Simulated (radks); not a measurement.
**Dipole-allowed lines with 12 electrons: V¹¹⁺, Cr¹²⁺, Mn¹³⁺, Fe¹⁴⁺, Co¹⁵⁺, Ni¹⁶⁺**

Aim: excitation energies and oscillator strengths as poles of the dipole polarisability below minus the highest eigenvalue. Time-dependent linear response with the Hartree and adiabatic LDA kernel follows each ground state. Its values go to the run's result record, not to the log.

Method: non-relativistic Kohn-Sham, LDA (Slater exchange, Perdew-Wang correlation), spin-unpolarised, spherical densities, point nucleus. Code: radks (a radial shooting solver on a logarithmic mesh, Libxc functionals) version 1.

### Step 1. What is computed

| Quantity | Value |
| --- | --- |
| species | V¹¹⁺ ([Ne] 3s2), Cr¹²⁺ ([Ne] 3s2), Mn¹³⁺ ([Ne] 3s2), Fe¹⁴⁺ ([Ne] 3s2), Co¹⁵⁺ ([Ne] 3s2), Ni¹⁶⁺ ([Ne] 3s2) |

### Step 2. V¹¹⁺, [Ne] 3s2

Input:

```text
Z 23
configuration [Ne] 3s2 3p0 4s0 3d0 4f0
relativity non-relativistic
functional lda,pw
spin unpolarised
nucleus point
response adiabatic LDA kernel, real frequencies
```

Run with:

```sh
python run_ks.py task.json out
```

This one command runs every case of the session in turn.

### Step 3. Cr¹²⁺, [Ne] 3s2

Input: that of step 2 with these lines changed.

```diff
@@ -1,2 +1,2 @@
-Z 23
+Z 24
 configuration [Ne] 3s2 3p0 4s0 3d0 4f0
```

### Step 4. Mn¹³⁺, [Ne] 3s2

Input: that of step 3 with these lines changed.

```diff
@@ -1,2 +1,2 @@
-Z 24
+Z 25
 configuration [Ne] 3s2 3p0 4s0 3d0 4f0
```

### Step 5. Fe¹⁴⁺, [Ne] 3s2

Input: that of step 4 with these lines changed.

```diff
@@ -1,2 +1,2 @@
-Z 25
+Z 26
 configuration [Ne] 3s2 3p0 4s0 3d0 4f0
```

### Step 6. Co¹⁵⁺, [Ne] 3s2

Input: that of step 5 with these lines changed.

```diff
@@ -1,2 +1,2 @@
-Z 26
+Z 27
 configuration [Ne] 3s2 3p0 4s0 3d0 4f0
```

### Step 7. Ni¹⁶⁺, [Ne] 3s2

Input: that of step 6 with these lines changed.

```diff
@@ -1,2 +1,2 @@
-Z 27
+Z 28
 configuration [Ne] 3s2 3p0 4s0 3d0 4f0
```

**Question.** What will these runs give? Wanted: for each run, species; −ε(HOMO); lowest orbital gap; first line; f; strongest line; its f; static α.

The runs gave:

```
species  −ε(HOMO) (eV)  lowest orbital gap (eV)  first line (eV)      f  strongest line (eV)  its f  static α (bohr³)  measured (eV)
   V¹¹⁺         294.33             3s-3p 26.580           33.724  0.831               33.724  0.831            0.5679              -
  Cr¹²⁺         339.20             3s-3p 28.612           36.240  0.789               36.240  0.789            0.4667              -
  Mn¹³⁺         387.11             3s-3p 30.641           38.751  0.751               38.751  0.751            0.3883              -
  Fe¹⁴⁺         438.05             3s-3p 32.668           41.258  0.717               41.258  0.717            0.3267              -
  Co¹⁵⁺         492.03             3s-3p 34.693           43.761  0.686               43.761  0.686            0.2775              -
  Ni¹⁶⁺         549.05             3s-3p 36.716           46.261  0.657               46.261  0.657            0.2377              -
```

In V¹¹⁺ the response moves the first line 7.143 eV above the bare orbital gap, and the lines found carry 98 % of the static polarisability. Very weak lines can be missed, and lines above minus the highest eigenvalue dissolve into this model's continuum.
